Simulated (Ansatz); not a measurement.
# CH₄AlFO: up Jacob's ladder to CCSD(T)

Aim: compute CH₄AlFO with functionals from several rungs and with coupled cluster, and see how far each lands from CCSD(T) at the basis-set limit for the atomisation energy.

Program: Ansatz 0.2.0, Gaussian basis. Level of theory: functionals in def2-TZVPP, the program's frozen cores in correlated methods. These are calculated values, not measurements.

Levels to be run: LDA (SPW92), PBE-D4, revPBE-D4, BLYP-D4, r2SCAN-D4, B97M-V, PBE0-D4, B3LYP-D4, r2SCANh-D4, r2SCAN0-D4, HSE06-D4, BHLYP-D4, CAM-B3LYP-D4, LC-ωPBE, ωB97X-V, ωB97M-V, B2PLYP, PBE-QIDH; CCSD(T)/def2-SVP; CCSD(T)/def2-TZVPP; MP2/def2-QZVPP; extrapolation to the limit; RPA on PBE.

## 1. The geometry

An earlier PBE0-D4 in a triple-zeta def2 set relaxation fixed the geometry.

8 atoms, charge 0, spin multiplicity 1.

Atoms are counted from 1 here; the program's logs count them from 0.

Bond lengths: O1–Al2 1.696 Å, O1–H5 0.955 Å, Al2–C3 1.975 Å, Al2–H6 1.582 Å, C3–F4 1.401 Å, C3–H7 1.097 Å, C3–H8 1.097 Å. Angles: Al2–O1–H5 124.3°, O1–Al2–C3 114.3°, O1–Al2–H6 121.5°, C3–Al2–H6 124.2°, Al2–C3–F4 110.2°, Al2–C3–H7 112.4°, Al2–C3–H8 112.4°, F4–C3–H7 107.7°, F4–C3–H8 107.7°, H7–C3–H8 106.1°.

## 2. LDA

This LDA is Slater exchange with PW92 correlation.

Input file in.yaml:

```yaml
crystal:
  periodic: [false, false, false]
  atoms:
    - {symbol: O, position_ang: [-1.731664, 0.752689, -0.528710]}
    - {symbol: Al, position_ang: [-0.100534, 0.760010, -0.064032]}
    - {symbol: C, position_ang: [0.673450, -1.035666, 0.215790]}
    - {symbol: F, position_ang: [2.019069, -0.929251, 0.592214]}
    - {symbol: H, position_ang: [-2.246467, 1.538790, -0.701250]}
    - {symbol: H, position_ang: [0.700224, 2.111805, 0.119519]}
    - {symbol: H, position_ang: [0.627050, -1.656128, -0.687504]}
    - {symbol: H, position_ang: [0.150975, -1.599349, 0.998272]}
basis:
  gaussian: {orbitals: def2-TZVPP}
hamiltonian: {xc: lda}
output: {orbitals: {seedname: orbitals}}
```

On the command line:

```sh
ansatz run in.yaml --threads 2 --pin off --events-out ev --progress --plain --max-ram 4352MiB
```

The runs that follow: PBE-D4 (GGA); revPBE-D4 (GGA); BLYP-D4 (GGA); r2SCAN-D4 (meta-GGA); B97M-V (meta-GGA); PBE0-D4 (hybrid); B3LYP-D4 (hybrid); r2SCANh-D4 (hybrid); r2SCAN0-D4 (hybrid); HSE06-D4 (hybrid); BHLYP-D4 (hybrid); CAM-B3LYP-D4 (range-separated); LC-ωPBE (range-separated); ωB97X-V (range-separated); ωB97M-V (range-separated); B2PLYP (double hybrid); PBE-QIDH (double hybrid); CCSD(T) in def2-SVP; CCSD(T) in def2-TZVPP; MP2 in def2-QZVPP; RPA on PBE orbitals.

**Question.** What will the summary of the whole plan be? Wanted: atomisation energy, CCSD(T)/CBS; farthest beyond LDA; mean size of error, GGA; mean size of error, meta-GGA; mean size of error, hybrid; mean size of error, range-separated; mean size of error, double hybrid; gap, smallest and largest; T1 diagnostic.

As calculated:

| quantity | value |
| --- | --- |
| atomisation energy, CCSD(T)/CBS | 29.121 eV |
| functionals within 0.146 eV (0.5 %) | BLYP-D4, r2SCAN-D4, B97M-V, CAM-B3LYP-D4, ωB97X-V, ωB97M-V |
| farthest beyond LDA | BHLYP-D4 (-1.245 eV) |
| mean size of error, GGA | 0.315 eV |
| mean size of error, meta-GGA | 0.037 eV |
| mean size of error, hybrid | 0.539 eV |
| mean size of error, range-separated | 0.072 eV |
| mean size of error, double hybrid | 0.467 eV |
| gap, smallest and largest | 4.79 eV (LDA (SPW92)), 11.88 eV (LC-ωPBE) |
| T1 diagnostic | 0.0120 |
| triples share of the correlation energy | 3.2 % |

The LDA atomisation energy is off by 4.155 eV (14 %): it overbinds. PBE-D4 misses by +0.307 eV. Double hybrids carry the basis error of their MP2 part in triple zeta, and no dispersion term here, so their miss is partly the set-up's. The rungs meta-GGA, range-separated miss on average by less than the doubt on the reference (0.146 eV), so they tie. Misses under about 0.146 eV are within the doubt on the reference itself, which lacks core-valence correlation, relativity and higher excitations. Hartree-Fock recovers 71 % of the binding; the rest is correlation. CCSD(T) in def2-SVP is off by -1.923 eV, more than most functionals: a good method in a small basis is no reference. Orbital gaps span 4.8 to 11.9 eV; exact exchange widens them.
